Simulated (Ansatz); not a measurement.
# BF2H3Si: ionisation energy by level of theory

Aim: the vertical ionisation energy of BF2H3Si, as cation minus neutral at the neutral's geometry, on several levels, and how well −ε(HOMO) stands in for it.

Computed with Ansatz 0.2.0, Gaussian basis. Level: unrestricted cation, the program's frozen cores in correlated methods.

The runs, in order: UKS PBE-D4/def2-TZVPP; UKS r2SCAN-D4/def2-TZVPP; UKS PBE0-D4/def2-TZVPP; UKS B3LYP-D4/def2-TZVPP; UKS wB97X-V/def2-TZVPP; UKS wB97M-V/def2-TZVPP; UKS B2PLYP/def2-TZVPP; UHF-CCSD(T)/def2-TZVPP; UHF-MP2/def2-QZVPP; extrapolation to the limit; then −ε(HOMO) from the neutral's earlier runs with LDA (SPW92), PBE-D4, revPBE-D4, BLYP-D4, r2SCAN-D4, B97M-V, PBE0-D4, B3LYP-D4, r2SCANh-D4, r2SCAN0-D4, HSE06-D4, BHLYP-D4, CAM-B3LYP-D4, LC-ωPBE, ωB97X-V, ωB97M-V.

## 1. The geometry

An earlier PBE0-D4 in a triple-zeta def2 set relaxation fixed the geometry.

SMILES `B[SiH](F)F`, 7 atoms, charge 0, spin multiplicity 1.

Atoms are counted from 1 here; the program's logs count them from 0.

Bond lengths: B1–Si2 2.012 Å, B1–H5 1.194 Å, B1–H6 1.194 Å, Si2–F3 1.594 Å, Si2–F4 1.594 Å, Si2–H7 1.486 Å. Angles: Si2–B1–H5 120.9°, Si2–B1–H6 120.9°, H5–B1–H6 118.1°, B1–Si2–F3 111.5°, B1–Si2–F4 111.5°, B1–Si2–H7 112.5°, F3–Si2–F4 106.1°, F3–Si2–H7 107.5°, F4–Si2–H7 107.5°.

## 2. Cation, UKS PBE-D4/def2-TZVPP

The input, in.yaml:

```yaml
crystal:
  periodic: [false, false, false]
  atoms:
    - {symbol: B, position_ang: [-0.751928, 0.944410, -0.083577]}
    - {symbol: Si, position_ang: [0.514445, -0.614527, 0.036582]}
    - {symbol: F, position_ang: [0.604614, -1.179509, 1.524363]}
    - {symbol: F, position_ang: [0.028281, -1.832535, -0.869416]}
    - {symbol: H, position_ang: [-1.346252, 1.175248, -1.093179]}
    - {symbol: H, position_ang: [-0.880946, 1.701275, 0.830942]}
    - {symbol: H, position_ang: [1.892887, -0.262462, -0.391415]}
basis:
  gaussian: {orbitals: def2-TZVPP}
total_charge: 1
magnetization: {spin_polarized: true, initial_magnetization: 1}
hamiltonian: {xc: pbe, dispersion: d4}
```

On the command line:

```bash
$ ansatz run in.yaml --threads 2 --pin off --events-out ev --progress --plain --max-ram 4352MiB
```

The runs that follow: Cation, UKS r2SCAN-D4/def2-TZVPP; Cation, UKS PBE0-D4/def2-TZVPP; Cation, UKS B3LYP-D4/def2-TZVPP; Cation, UKS wB97X-V/def2-TZVPP; Cation, UKS wB97M-V/def2-TZVPP; Cation, UKS B2PLYP (frozen core)/def2-TZVPP; Cation, UHF-CCSD(T)/def2-TZVPP; Cation, UHF-MP2/def2-QZVPP.

Q: Predict the results of all the runs planned. Wanted: ionisation energy, CCSD(T)/CBS; nearest functional by difference; nearest −ε(HOMO); −ε(HOMO) of PBE; T1 of the cation.

The runs gave:

| quantity | value |
| --- | --- |
| ionisation energy, CCSD(T)/CBS | 11.52 eV |
| nearest functional by difference | ωB97X-V (-0.23 eV) |
| nearest −ε(HOMO) | LC-ωPBE (-0.05 eV) |
| −ε(HOMO) of PBE | 7.37 eV |
| T1 of the cation | 0.021 |

What this shows: By cation minus neutral, the functionals miss by 0.75 eV at most. −ε(HOMO) of PBE misses by 4.1 eV, since self-interaction lifts the level. Among orbital estimates LC-ωPBE comes nearest. Hartree-Fock falls 0.72 eV short, as the neutral has more correlation energy than the cation.
